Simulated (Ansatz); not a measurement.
**Cl2H4SiSn: small, medium and large basis sets**

The task here is to estimate one member of a computed series from the others.

Program: Ansatz 0.2.0, Gaussian basis. Level of theory: one geometry, several basis sets. These are calculated values, not measurements.

Levels to be run: PBE0-D4/def2-SVP; ωB97M-V/def2-SVP; PBE0-D4/def2-QZVPP; ωB97M-V/def2-QZVPP; the functionals' def2-TZVPP values are taken from earlier runs.

**Structure used throughout**

An earlier PBE0-D4 in a triple-zeta def2 set relaxation fixed the geometry. Sn takes the def2 core potential; no spin-orbit term is included.

SMILES `[SiH3][SnH]([Cl])[Cl]`, 8 atoms, charge 0, spin multiplicity 1.

Atoms are counted from 1 here; the program's logs count them from 0.

Bond lengths: Si1–Sn2 2.561 Å, Si1–H5 1.483 Å, Si1–H6 1.483 Å, Si1–H7 1.481 Å, Sn2–Cl3 2.332 Å, Sn2–Cl4 2.332 Å, Sn2–H8 1.703 Å. Angles: Sn2–Si1–H5 108.5°, Sn2–Si1–H6 108.5°, Sn2–Si1–H7 107.1°, H5–Si1–H6 110.5°, H5–Si1–H7 111.1°, H6–Si1–H7 111.0°, Si1–Sn2–Cl3 107.6°, Si1–Sn2–Cl4 107.6°, Si1–Sn2–H8 123.2°, Cl3–Sn2–Cl4 105.7°, Cl3–Sn2–H8 105.8°, Cl4–Sn2–H8 105.8°.

Geometry (Å):

```xyz
8

Si   -0.41401    1.32431   -0.16889
Sn    0.17507   -1.13032    0.26393
Cl    2.33313   -1.19308    1.14437
Cl    0.30637   -2.19937   -1.80396
H    -0.41725    2.04329    1.12854
H    -1.75538    1.38230   -0.79949
H     0.62401    1.86730   -1.07555
H    -0.75984   -2.15153    1.25515
```

Set-up of the first run:

in.yaml reads:

```yaml
crystal:
  periodic: [false, false, false]
  atoms:
    - {symbol: Si, position_ang: [-0.414005, 1.324309, -0.168892]}
    - {symbol: Sn, position_ang: [0.175070, -1.130316, 0.263935]}
    - {symbol: Cl, position_ang: [2.333130, -1.193084, 1.144368]}
    - {symbol: Cl, position_ang: [0.306368, -2.199369, -1.803962]}
    - {symbol: H, position_ang: [-0.417249, 2.043287, 1.128537]}
    - {symbol: H, position_ang: [-1.755379, 1.382303, -0.799487]}
    - {symbol: H, position_ang: [0.624005, 1.867302, -1.075550]}
    - {symbol: H, position_ang: [-0.759839, -2.151531, 1.255151]}
basis:
  gaussian: {orbitals: def2-SVP}
hamiltonian: {xc: pbe0, dispersion: d4}
output: {orbitals: {seedname: orbitals}}
```

On the command line:

```bash
ansatz run in.yaml --threads 4 --pin off --events-out ev --progress --plain --max-ram 10444MiB
```

Steps of the session up to this table: PBE0-D4 in def2-SVP; ωB97M-V in def2-SVP; PBE0-D4 in def2-QZVPP; ωB97M-V in def2-QZVPP.

One of the session's tables, all rows but one given; the rest of the session is left out.

It belongs to the step «Functionals by basis». 

| functional | basis | HOMO (eV) |
| --- | --- | --- |
| PBE0-D4 | def2-SVP | -8.17 |
| PBE0-D4 | def2-TZVPP | -8.28 |
| PBE0-D4 | def2-QZVPP | -8.29 |
| ωB97M-V | def2-SVP | -10.15 |
| ωB97M-V | def2-TZVPP | ? |
| ωB97M-V | def2-QZVPP | -10.32 |

Estimate the missing values for ωB97M-V, def2-TZVPP.

The run gave: HOMO (eV): -10.30. In the column «HOMO (eV)» it lies between ωB97M-V, def2-QZVPP (-10.32) and ωB97M-V, def2-SVP (-10.15).
